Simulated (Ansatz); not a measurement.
# ZrF4: basis-set convergence

One table from this session's results is given with a row withheld; the runs are named, their logs left out.

The runs use Ansatz 0.2.0, Gaussian basis; one geometry, several basis sets.

The runs, in order: PBE0-D4/def2-SVP; ωB97M-V/def2-SVP; PBE0-D4/def2-QZVPP; ωB97M-V/def2-QZVPP; the functionals' def2-TZVPP values are taken from earlier runs.

1 further run of the same task is left out (for a known fault of the program).

## Structure used throughout

An earlier PBE0-D4 in a triple-zeta def2 set relaxation fixed the geometry. Zr takes the def2 core potential; no spin-orbit term is included.

SMILES `[F][Zr]([F])([F])[F]`, 5 atoms, charge 0, spin multiplicity 1.

Atoms are counted from 1 here; the program's logs count them from 0.

Bond lengths: F1–Zr2 1.893 Å, Zr2–F3 1.893 Å, Zr2–F4 1.893 Å, Zr2–F5 1.893 Å. Angles: F1–Zr2–F3 109.5°, F1–Zr2–F4 109.5°, F1–Zr2–F5 109.5°, F3–Zr2–F4 109.5°, F3–Zr2–F5 109.5°, F4–Zr2–F5 109.5°.

Set-up of the first run:

The input, in.yaml:

```yaml
crystal:
  periodic: [false, false, false]
  atoms:
    - {symbol: F, position_ang: [-0.899183, -0.143833, 1.647559]}
    - {symbol: Zr, position_ang: [0.009976, -0.014741, -0.008307]}
    - {symbol: F, position_ang: [1.633890, -0.983843, 0.086161]}
    - {symbol: F, position_ang: [-1.075883, -0.734648, -1.382308]}
    - {symbol: F, position_ang: [0.381100, 1.803465, -0.384504]}
basis:
  gaussian: {orbitals: def2-SVP}
hamiltonian: {xc: pbe0, dispersion: d4}
output: {orbitals: {seedname: orbitals}}
```

Command:

```
$ ansatz run in.yaml --threads 4 --pin off --events-out ev --progress --plain --max-ram 10444MiB
```

Steps of the session up to this table: PBE0-D4 in def2-SVP; ωB97M-V in def2-SVP; PBE0-D4 in def2-QZVPP; ωB97M-V in def2-QZVPP.

One table of the session follows, with a row left open; its other results are not shown here.

It belongs to the step «Functionals by basis». 

```
functional       basis  HOMO (eV)  LUMO (eV)
   PBE0-D4    def2-SVP     -12.06      -1.21
   PBE0-D4  def2-TZVPP     -12.20      -1.21
   PBE0-D4  def2-QZVPP     -12.22      -1.19
   ωB97M-V    def2-SVP     -14.56       0.38
   ωB97M-V  def2-TZVPP     -14.72       0.20
   ωB97M-V  def2-QZVPP          ?          ?
```

**Question.** Estimate the row for ωB97M-V, def2-QZVPP.

As computed: HOMO (eV): -14.74; LUMO (eV): 0.13. In the column «HOMO (eV)» it is the lowest.
